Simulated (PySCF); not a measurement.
# H₈OSSi₃: electronic excitations at several levels of theory

How much do the electronic excitations of H₈OSSi₃ (`[SiH3]O[SiH2][SiH2]S`) depend on the level of theory, and what does each level cost?

The runs use PySCF 2.14.0, with density-fitted response routines of our own; the level of theory stands in each step. All values are computed, except where a source is named. Atoms are numbered from 0 throughout.

## 1. Starting geometry

13 atoms, charge 0, multiplicity 1; geometry from: PBE0-D3(BJ)/def2-SVP.

Bonds of the start (Å): Si0–O1 1.66, O1–Si2 1.66, Si2–Si3 2.34, Si3–S4 2.16, Si0–H5 1.49, Si0–H6 1.49, Si0–H7 1.49, Si2–H8 1.50, Si2–H9 1.50, Si3–H10 1.50, Si3–H11 1.49, S4–H12 1.35.

## 2. TDDFT and polarisability: PBE0/def2-SVP

The job: settings as JSON, then the geometry in Å.

```
{"job": {"kind": "uv", "xc": "PBE0", "basis": "def2-SVP"}, "charge": 0, "multiplicity": 1}
Si     2.879221     0.023339     0.008883
O      1.234466    -0.128074    -0.143988
Si    -0.238793     0.571532     0.179234
Si    -1.970999    -0.978618    -0.075334
S     -3.797918     0.135698     0.221784
H      3.501866    -1.293813    -0.300769
H      3.393448     1.055048    -0.941311
H      3.233140     0.429224     1.403412
H     -0.266233     1.116714     1.572670
H     -0.490709     1.708399    -0.764274
H     -1.934094    -1.667061    -1.402972
H     -1.983304    -2.009626     1.003734
H     -3.554566     1.020158    -0.771351
```

With the program's defaults for keys left out, this is: TDDFT PBE0/def2-SVP, vertical, gas phase, core orbitals frozen in the response.

Run with:

```bash
$ OMP_NUM_THREADS=1 python probes_run.py task.json out
```

The driver reads the jobs from task.json and runs them one after another.

Log:

```text
coarse grid: 12544 points
cycle   1  E = -1345.4819200906  dE =  7.205e-02  |g| = 7.127e-01  |ddm| = 3.329e+00
cycle   2  E = -1345.2717004692  dE =  2.102e-01  |g| = 1.244e+00  |ddm| = 1.699e+00
cycle   3  E = -1345.5814924980  dE = -3.098e-01  |g| = 8.433e-02  |ddm| = 1.191e+00
cycle   4  E = -1345.5830260943  dE = -1.534e-03  |g| = 4.053e-02  |ddm| = 1.747e-01
cycle   5  E = -1345.5835781385  dE = -5.520e-04  |g| = 4.945e-03  |ddm| = 6.721e-02
cycle   6  E = -1345.5835862793  dE = -8.141e-06  |g| = 9.784e-04  |ddm| = 8.669e-03
final grid: 101712 points
cycle   7  E = -1345.7409303898  dE = -5.741e-06  |g| = 6.375e-03  |ddm| = 1.959e-02
cycle   8  E = -1345.7409208496  dE =  9.540e-06  |g| = 9.561e-03  |ddm| = 1.434e-02
cycle   9  E = -1345.7409386959  dE = -1.785e-05  |g| = 9.066e-04  |ddm| = 8.105e-03
cycle  10  E = -1345.7409389121  dE = -2.161e-07  |g| = 8.549e-05  |ddm| = 1.284e-03
cycle  11  E = -1345.7409389145  dE = -2.479e-09  |g| = 3.085e-05  |ddm| = 1.825e-04
cycle  12  E = -1345.7409389149  dE = -3.347e-10  |g| = 5.025e-06  |ddm| = 4.650e-05
converged SCF energy = -1345.7409389149

Static polarisability (au): isotropic 92.988, principal 78.481 87.002 113.483

Singlet excitations
state   eV       nm        f      main configurations
  1   5.3658    231.1   0.02067   H->L 0.96
  2   6.3296    195.9   0.01569   H->L+2 0.46, H->L+1 0.43
  3   6.5163    190.3   0.02309   H-1->L 0.75, H->L+2 0.12, H->L+1 0.09
  4   6.5427    189.5   0.00759   H->L+1 0.44, H->L+2 0.22, H-1->L 0.19
  5   6.8358    181.4   0.00054   H-2->L 0.95
  6   7.2098    172.0   0.00497   H->L+3 0.68, H->L+2 0.13
  7   7.4701    166.0   0.05529   H->L+4 0.81
  8   7.6422    162.2   0.00977   H-1->L+1 0.55, H-3->L 0.34
  9   7.6653    161.7   0.03786   H-3->L 0.37, H-1->L+1 0.28, H-4->L 0.14
 10   7.7892    159.2   0.09075   H->L+5 0.60, H-1->L+2 0.14, H-4->L 0.11

Triplet excitations (Tamm-Dancoff, eV): 4.8904 5.7902 5.8968 6.0041
```

It took 25 s on 1 thread of Arm Neoverse N1, shared host; peak memory 0.65 GiB.

Frontier orbitals and where they lie:

```
orbital     eV                         atoms
 HOMO−3  -9.31    S4 24 %, H5 19 %, Si0 18 %
 HOMO−2  -8.72     O1 38 %, H8 11 %, H7 11 %
 HOMO−1  -8.35    S4 31 %, Si3 21 %, O1 15 %
   HOMO  -7.17   S4 68 %, Si2 11 %, Si3 10 %
   LUMO  -0.56  Si2 34 %, Si3 30 %, Si0 13 %
 LUMO+1   0.43   Si3 37 %, Si2 25 %, H10 8 %
 LUMO+2   0.74   H12 32 %, S4 25 %, Si3 14 %
```

With each of the 10 states as a Gaussian band of 0.4 eV half-width at 1/e, the curve within the window shown has maxima at 231 nm (ε 840), 191 nm (ε 1,800), 161 nm (ε 7,100) L/(mol cm). Beyond the last state computed it falls off for lack of states. The curve at chosen wavelengths:

nm, ε (L/mol/cm) and a bar:
```
      153       2911 ############
      157       5671 ########################
      161       7078 ##############################
      166       5710 ########################
      170       3551 ###############
      174       1885 ########
      178       1156 #####
      183       1253 #####
      187       1611 ######
      191       1801 #######
      195       1672 #######
      200       1201 #####
      204        799 ###
      208        523 ##
      212        415 #
      217        481 ##
      221        618 ##
      225        754 ###
      229        831 ###
      234        810 ###
      238        710 ###
      242        570 ##
      246        421 #
      251        261 #
      255        166 
      259         99
```

Further results of this job:

```csv
property,computed
dipole moment (D),1.32
polarisability (Å³),13.78
HOMO–LUMO gap (eV),6.62
−ε(HOMO) (eV),7.17
```

## 3. Ultraviolet spectrum: PBE0/def2-TZVP

Settings changed since step 2:

```diff
@@ -1,2 +1,2 @@
-{"job": {"kind": "uv", "xc": "PBE0", "basis": "def2-SVP"}, "charge": 0, "multiplicity": 1}
+{"job": {"kind": "uv", "xc": "PBE0", "basis": "def2-TZVP"}, "charge": 0, "multiplicity": 1}
 Si     2.879221     0.023339     0.008883
```

Method: TDDFT PBE0/def2-TZVP, vertical, gas phase, core orbitals frozen in the response.

Log:

```text
coarse grid: 12544 points
cycle   1  E = -1346.1797012666  dE =  7.667e-02  |g| = 7.731e-01  |ddm| = 2.666e+00
cycle   2  E = -1345.9328164734  dE =  2.469e-01  |g| = 1.363e+00  |ddm| = 1.147e+00
cycle   3  E = -1346.2841992841  dE = -3.514e-01  |g| = 1.020e-01  |ddm| = 8.236e-01
cycle   4  E = -1346.2860349678  dE = -1.836e-03  |g| = 5.039e-02  |ddm| = 1.230e-01
cycle   5  E = -1346.2867243601  dE = -6.894e-04  |g| = 7.920e-03  |ddm| = 5.125e-02
cycle   6  E = -1346.2867373187  dE = -1.296e-05  |g| = 1.962e-03  |ddm| = 7.837e-03
cycle   7  E = -1346.2867383597  dE = -1.041e-06  |g| = 4.223e-04  |ddm| = 1.929e-03
final grid: 101712 points
cycle   8  E = -1346.2872512854  dE = -1.560e-05  |g| = 6.967e-03  |ddm| = 1.796e-02
cycle   9  E = -1346.2872428516  dE =  8.434e-06  |g| = 9.464e-03  |ddm| = 9.773e-03
cycle  10  E = -1346.2872588695  dE = -1.602e-05  |g| = 1.429e-03  |ddm| = 5.668e-03
cycle  11  E = -1346.2872592047  dE = -3.353e-07  |g| = 2.151e-04  |ddm| = 9.466e-04
cycle  12  E = -1346.2872592191  dE = -1.440e-08  |g| = 5.122e-05  |ddm| = 2.564e-04
cycle  13  E = -1346.2872592198  dE = -7.226e-10  |g| = 1.342e-05  |ddm| = 5.180e-05
converged SCF energy = -1346.2872592198

Static polarisability (au): isotropic 103.521, principal 86.281 95.826 128.456

Singlet excitations
state   eV       nm        f      main configurations
  1   5.1851    239.1   0.02714   H->L 0.95
  2   5.9691    207.7   0.00816   H->L+2 0.69, H->L+1 0.18
  3   6.2572    198.1   0.02560   H-1->L 0.44, H->L+1 0.44, H->L+2 0.09
  4   6.2998    196.8   0.00560   H-1->L 0.49, H->L+1 0.30, H->L+2 0.13
  5   6.6118    187.5   0.00021   H-2->L 0.95
  6   6.8143    181.9   0.00043   H->L+3 0.71, H->L+6 0.09
  7   7.0084    176.9   0.06942   H->L+4 0.81
  8   7.2415    171.2   0.07337   H->L+5 0.53, H-1->L+1 0.17, H-1->L+2 0.13
  9   7.3314    169.1   0.01572   H-3->L 0.61, H-1->L+1 0.18
 10   7.4093    167.3   0.01295   H-1->L+1 0.46, H-1->L+2 0.16, H-3->L 0.13

Triplet excitations (Tamm-Dancoff, eV): 4.7146 5.4778 5.6189 5.7772
```

Run time: 64 s. Hardware: 1 thread of Arm Neoverse N1, shared host; peak memory 0.96 GiB.

This run: HOMO -7.27 eV, LUMO -0.87 eV; lowest singlet 5.19 eV.

## 4. Ultraviolet spectrum: PBE0/aug-cc-pVDZ

Settings changed since step 3:

```diff
@@ -1,2 +1,2 @@
-{"job": {"kind": "uv", "xc": "PBE0", "basis": "def2-TZVP"}, "charge": 0, "multiplicity": 1}
+{"job": {"kind": "uv", "xc": "PBE0", "basis": "aug-cc-pVDZ"}, "charge": 0, "multiplicity": 1}
 Si     2.879221     0.023339     0.008883
```

Method: TDDFT PBE0/aug-cc-pVDZ, vertical, gas phase, core orbitals frozen in the response.

Log:

```text
coarse grid: 12544 points
cycle   1  E = -1346.0835809676  dE =  1.557e-01  |g| = 7.189e-01  |ddm| = 7.538e+00
cycle   2  E = -1345.8433304746  dE =  2.403e-01  |g| = 1.302e+00  |ddm| = 2.990e+00
cycle   3  E = -1346.1835668526  dE = -3.402e-01  |g| = 8.779e-02  |ddm| = 1.906e+00
cycle   4  E = -1346.1851442964  dE = -1.577e-03  |g| = 4.578e-02  |ddm| = 3.414e-01
cycle   5  E = -1346.1858695559  dE = -7.253e-04  |g| = 5.784e-03  |ddm| = 1.179e-01
cycle   6  E = -1346.1858809867  dE = -1.143e-05  |g| = 1.032e-03  |ddm| = 1.928e-02
cycle   7  E = -1346.1858813353  dE = -3.485e-07  |g| = 3.086e-04  |ddm| = 3.619e-03
final grid: 101712 points
cycle   8  E = -1346.2045667039  dE = -6.018e-06  |g| = 5.317e-03  |ddm| = 1.020e-01
cycle   9  E = -1346.2045596411  dE =  7.063e-06  |g| = 7.971e-03  |ddm| = 2.352e-02
cycle  10  E = -1346.2045730158  dE = -1.337e-05  |g| = 8.329e-04  |ddm| = 1.321e-02
cycle  11  E = -1346.2045731926  dE = -1.767e-07  |g| = 9.290e-05  |ddm| = 1.868e-03
cycle  12  E = -1346.2045731957  dE = -3.184e-09  |g| = 2.933e-05  |ddm| = 3.185e-04
cycle  13  E = -1346.2045731960  dE = -2.947e-10  |g| = 5.487e-06  |ddm| = 1.009e-04
converged SCF energy = -1346.2045731960

Static polarisability (au): isotropic 111.962, principal 93.439 103.597 138.849

Singlet excitations
state   eV       nm        f      main configurations
  1   5.1269    241.8   0.02880   H->L 0.95
  2   5.7312    216.3   0.00364   H->L+1 0.84
  3   6.1822    200.6   0.03426   H-1->L 0.60, H->L+3 0.17, H->L+2 0.11
  4   6.2711    197.7   0.00876   H-1->L 0.28, H->L+3 0.24, H->L+4 0.24
  5   6.4339    192.7   0.04876   H->L+4 0.53, H->L+2 0.35
  6   6.4861    191.2   0.00056   H-2->L 0.94
  7   6.6218    187.2   0.01254   H->L+3 0.44, H->L+2 0.13, H->L+8 0.12
  8   6.6865    185.4   0.02914   H->L+5 0.58, H->L+2 0.11
  9   6.9570    178.2   0.01727   H->L+7 0.44, H->L+5 0.23, H-1->L+1 0.13
 10   7.0399    176.1   0.00287   H-1->L+1 0.62, H->L+7 0.21, H-3->L 0.08

Triplet excitations (Tamm-Dancoff, eV): 4.7219 5.3844 5.6935 5.7792
```

Wall time 56 s (1 thread of Arm Neoverse N1, shared host); peak memory 0.86 GiB.

This run: HOMO -7.27 eV, LUMO -0.97 eV; lowest singlet 5.13 eV.

## 5. Excited states and response: PBE0/def2-TZVPD

Settings changed since step 4:

```diff
@@ -1,2 +1,2 @@
-{"job": {"kind": "uv", "xc": "PBE0", "basis": "aug-cc-pVDZ"}, "charge": 0, "multiplicity": 1}
+{"job": {"kind": "uv", "xc": "PBE0", "basis": "def2-TZVPD"}, "charge": 0, "multiplicity": 1}
 Si     2.879221     0.023339     0.008883
```

Method: TDDFT PBE0/def2-TZVPD, vertical, gas phase, core orbitals frozen in the response.

Log:

```text
coarse grid: 12544 points
cycle   1  E = -1346.1815928611  dE =  7.699e-02  |g| = 7.728e-01  |ddm| = 2.853e+00
cycle   2  E = -1345.9295349602  dE =  2.521e-01  |g| = 1.372e+00  |ddm| = 1.091e+00
cycle   3  E = -1346.2858851805  dE = -3.564e-01  |g| = 1.034e-01  |ddm| = 7.684e-01
cycle   4  E = -1346.2877645732  dE = -1.879e-03  |g| = 5.128e-02  |ddm| = 1.311e-01
cycle   5  E = -1346.2884815180  dE = -7.169e-04  |g| = 8.283e-03  |ddm| = 5.438e-02
cycle   6  E = -1346.2884957634  dE = -1.425e-05  |g| = 1.946e-03  |ddm| = 9.561e-03
cycle   7  E = -1346.2884967819  dE = -1.018e-06  |g| = 4.349e-04  |ddm| = 2.289e-03
final grid: 101712 points
cycle   8  E = -1346.2890050859  dE = -1.700e-05  |g| = 7.004e-03  |ddm| = 5.395e-02
cycle   9  E = -1346.2889963987  dE =  8.687e-06  |g| = 9.554e-03  |ddm| = 1.085e-02
cycle  10  E = -1346.2890128105  dE = -1.641e-05  |g| = 1.436e-03  |ddm| = 6.042e-03
cycle  11  E = -1346.2890131479  dE = -3.375e-07  |g| = 2.228e-04  |ddm| = 1.026e-03
cycle  12  E = -1346.2890131634  dE = -1.546e-08  |g| = 5.323e-05  |ddm| = 2.661e-04
cycle  13  E = -1346.2890131642  dE = -7.849e-10  |g| = 1.424e-05  |ddm| = 6.693e-05
converged SCF energy = -1346.2890131642

Static polarisability (au): isotropic 111.245, principal 93.051 103.242 137.443

Singlet excitations
state   eV       nm        f      main configurations
  1   5.1110    242.6   0.02744   H->L 0.95
  2   5.7583    215.3   0.00371   H->L+1 0.78, H->L+2 0.09
  3   6.1462    201.7   0.02651   H->L+2 0.62, H-1->L 0.22, H->L+1 0.09
  4   6.2040    199.8   0.00796   H-1->L 0.65, H->L+2 0.17, H->L+4 0.08
  5   6.4834    191.2   0.03073   H->L+3 0.46, H->L+4 0.30, H-1->L 0.09
  6   6.5323    189.8   0.00101   H-2->L 0.94
  7   6.7095    184.8   0.01610   H->L+4 0.35, H->L+3 0.22, H->L+6 0.18
  8   6.7651    183.3   0.05815   H->L+5 0.57, H->L+3 0.12
  9   7.0640    175.5   0.02162   H-1->L+1 0.44, H->L+7 0.18, H->L+5 0.14
 10   7.1135    174.3   0.00167   H-1->L+1 0.31, H->L+6 0.26, H->L+7 0.23

Triplet excitations (Tamm-Dancoff, eV): 4.6688 5.3448 5.5488 5.7038
```

Run time: 91 s. Hardware: 1 thread of Arm Neoverse N1, shared host; peak memory 1.1 GiB.

In short: HOMO -7.30 eV, LUMO -1.00 eV; lowest singlet 5.11 eV.

## 6. TDDFT and polarisability: PBE0/6-31+G*

Settings changed since step 5:

```diff
@@ -1,2 +1,2 @@
-{"job": {"kind": "uv", "xc": "PBE0", "basis": "def2-TZVPD"}, "charge": 0, "multiplicity": 1}
+{"job": {"kind": "uv", "xc": "PBE0", "basis": "6-31+G*"}, "charge": 0, "multiplicity": 1}
 Si     2.879221     0.023339     0.008883
```

With the program's defaults for keys left out, this is: TDDFT PBE0/6-31+G*, vertical, gas phase, core orbitals frozen in the response.

Log:

```text
coarse grid: 12544 points
cycle   1  E = -1346.0989982656  dE =  1.148e-01  |g| = 7.057e-01  |ddm| = 3.354e+00
cycle   2  E = -1345.8799267789  dE =  2.191e-01  |g| = 1.257e+00  |ddm| = 1.750e+00
cycle   3  E = -1346.1984745206  dE = -3.185e-01  |g| = 8.347e-02  |ddm| = 1.113e+00
cycle   4  E = -1346.1999994534  dE = -1.525e-03  |g| = 4.081e-02  |ddm| = 2.713e-01
cycle   5  E = -1346.2005975656  dE = -5.981e-04  |g| = 4.831e-03  |ddm| = 1.080e-01
cycle   6  E = -1346.2006056158  dE = -8.050e-06  |g| = 7.998e-04  |ddm| = 1.153e-02
final grid: 101712 points
cycle   7  E = -1346.1252386143  dE = -4.361e-06  |g| = 5.420e-03  |ddm| = 2.742e-02
cycle   8  E = -1346.1252318356  dE =  6.779e-06  |g| = 8.063e-03  |ddm| = 1.524e-02
cycle   9  E = -1346.1252453674  dE = -1.353e-05  |g| = 8.796e-04  |ddm| = 7.850e-03
cycle  10  E = -1346.1252455764  dE = -2.090e-07  |g| = 7.028e-05  |ddm| = 1.448e-03
cycle  11  E = -1346.1252455781  dE = -1.696e-09  |g| = 2.934e-05  |ddm| = 2.816e-04
cycle  12  E = -1346.1252455784  dE = -3.083e-10  |g| = 4.571e-06  |ddm| = 7.854e-05
converged SCF energy = -1346.1252455784

Static polarisability (au): isotropic 98.781, principal 83.153 92.639 120.550

Singlet excitations
state   eV       nm        f      main configurations
  1   5.1266    241.8   0.02860   H->L 0.95
  2   5.8367    212.4   0.00382   H->L+1 0.80
  3   6.2186    199.4   0.03084   H-1->L 0.71, H->L+2 0.15
  4   6.3743    194.5   0.01791   H->L+2 0.48, H-1->L 0.23, H->L+3 0.09
  5   6.5699    188.7   0.00061   H-2->L 0.94
  6   6.6469    186.5   0.06000   H->L+4 0.64, H->L+2 0.18, H->L+3 0.14
  7   6.7807    182.8   0.02732   H->L+3 0.45, H->L+4 0.18, H->L+5 0.14
  8   6.9345    178.8   0.01678   H->L+5 0.45, H->L+7 0.19, H-1->L+1 0.12
  9   7.1700    172.9   0.01678   H-1->L+1 0.58, H->L+5 0.17, H-3->L 0.11
 10   7.2408    171.2   0.01465   H->L+7 0.37, H-3->L 0.22, H->L+6 0.21

Triplet excitations (Tamm-Dancoff, eV): 4.7416 5.4423 5.7570 5.9856
```

It took 25 s on 1 thread of Arm Neoverse N1, shared host; peak memory 0.63 GiB.

Key values: HOMO -7.29 eV, LUMO -0.99 eV; lowest singlet 5.13 eV.

## 7. Side by side: electronic excitations

Excitations and ground-state properties, with basis size and wall time:

```csv
run,lowest singlet (eV),brightest (eV),f,gap (eV),α (Å³),μ (D),functions,time
PBE0/def2-SVP,5.37,7.79,0.091,6.62,13.78,1.32,126,25 s
PBE0/def2-TZVP,5.19,7.24,0.073,6.40,15.34,1.14,227,64 s
PBE0/aug-cc-pVDZ,5.13,6.43,0.049,6.29,16.59,1.18,203,56 s
PBE0/def2-TZVPD,5.11,6.77,0.058,6.30,16.48,1.12,287,91 s
PBE0/6-31+G*,5.13,6.65,0.060,6.30,14.64,1.52,122,25 s
```

## 8. What came out

| quantity | value |
| --- | --- |
| lowest singlet (PBE0/def2-SVP) | 5.37 eV (231 nm), f = 0.021 |
| brightest single state of those computed | state 10, 7.79 eV, f = 0.091 |
| lowest triplet | 4.89 eV |
| range of the lowest singlet | 5.11 to 5.37 eV |

**Reading.** Single values in the summary come from the first run of each kind that ended normally (PBE0/def2-SVP), which need not be the best level. The lowest singlet, at 5.37 eV, is HOMO→LUMO 0.96 and is weak; of the 10 states computed, the strongest absorption comes from state 10 at 7.79 eV (the last computed, so partners may be missing). The lowest triplet lies 0.48 eV below the lowest singlet (triplets in Tamm-Dancoff, singlets in full TDDFT). States above −ε(HOMO) lie where TDDFT describes them poorly and they hang on the basis; the brightest is among them. The basis of PBE0/def2-SVP has no diffuse functions, so Rydberg states are missing and the high states are unreliable. The lowest singlet runs from 5.11 eV (PBE0/def2-TZVPD) to 5.37 eV (PBE0/def2-SVP), while the orbital gap spans 6.29 to 6.62 eV. The lowest state need not be the same one in every run.
